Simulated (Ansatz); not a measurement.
# Chromium, omega (AlB2-type) under r²SCAN: structure, energy and stiffness

The plan for chromium in the omega (AlB2-type) structure: relax it, solve it on a dense k-mesh, then scale the cell to 7 volumes from 88 to 112 % of the relaxed one and try a fit of the equation of state. The start is ferromagnetic. The k-meshes are 9×9×13 for the relaxation; 12×12×17 for the dense run; 10×10×14 for the volumes.

Program: Ansatz 0.2.0. Level of theory: DFT r2SCAN, plane waves (500 eV) with PAW, scalar-relativistic; the PAW data stem from PBE, with regenerated cores. These are calculated values, not measurements.

## 1. The structure to begin with

It takes space group P6/mmm (No. 191, hexagonal). Conventional cell: a = 4.077 Å, b = 4.077 Å, c = 2.499 Å, α = 90.00°, β = 90.00°, γ = 120.00°. Cr (site symmetry 6/mmm) has 14 Cr at 2.50 to 2.67 Å as nearest neighbours. Around Cr (site symmetry -6m2) lie 11 Cr at 2.35 to 2.67 Å.

Structure file:

```
Cr
1.0
     4.07706    0.00000    0.00000
    -2.03853    3.53084    0.00000
     0.00000    0.00000    2.49924
Cr
3
Direct
  0.00000 0.00000 0.00000
  0.33333 0.66667 0.50000
  0.66667 0.33333 0.50000
```

The atoms start with moments of +1.5 ×3 μB.

## 2. Geometry optimisation

input.yaml reads:

```yaml
crystal:
  lattice:
    - [4.0770582338, 0.0, 0.0]
    - [-2.0385291169, 3.5308360031, 0.0]
    - [0.0, 0.0, 2.4992366973]
  atoms:
    - { symbol: Cr, position: [0.0, 0.0, 0.0], spin: 1.5 }
    - { symbol: Cr, position: [0.3333333333, 0.6666666667, 0.5], spin: 1.5 }
    - { symbol: Cr, position: [0.6666666667, 0.3333333333, 0.5], spin: 1.5 }
hamiltonian:
  xc: r2scan
  pseudopotentials:
    kind: paw
    azcp:
      Cr: "pseudopotentials/Cr.paw.azcp"
basis:
  ecutwfc: 500
  fft_grid_basis: typed
kpoints:
  mp_grid: { grid: [9, 9, 13], shift: [0, 0, 0] }
magnetization:
  spin_polarized: true
scf:
  occupations: { method: fermi_dirac, width: 0.05 }
relax:
  max_steps: 60
  f_tol: 0.01
  cell: {}
output:
  write_density: true
  write_potential: true
  elf: true
  volumetric_format: npy
```

Run with:

```
$ ansatz run input.yaml --threads 1 --pin off --max-ram 3584MiB --backend cpu --events-out ev --progress --plain --runs-dir out
```

The runs that follow: The energy on a finer k-mesh; The cell scaled to 88 % of its volume; The cell scaled to 92 % of its volume; The cell scaled to 96 % of its volume; The cell scaled to 100 % of its volume; The cell scaled to 104 % of its volume; The cell scaled to 108 % of its volume; The cell scaled to 112 % of its volume.

What does the calculation give? Wanted: space group; conventional cell; volume; shortest distance; gap on the mesh; magnetic state; relative to bcc, antiferromagnetic.

As calculated:

```
                          quantity                                   value
    space group (spins left aside)                        P6/mmm (No. 191)
                 conventional cell  a = 4.124 Å, c = 2.490 Å (c/a = 0.604)
                            volume                          12.226 Å³/atom
                 shortest distance                                 2.381 Å
                   gap on the mesh            none (levels filled in part)
                    magnetic state   ferromagnetic, up to 2.30 μB per atom
relative to bcc, antiferromagnetic                           +750 meV/atom
```

From the guessed start the volume grew by 1.9 % in 4 steps. It lies 750 meV/atom above the element's reference form at the same level (bcc, antiferromagnetic, from a run of its own), so it is far from stable. It ends ferromagnetic, with up to 2.30 μB per atom. Levels at the Fermi energy are filled in part, as in a metal. The symmetry was held, so the structure may be unstable against distortions that break it.
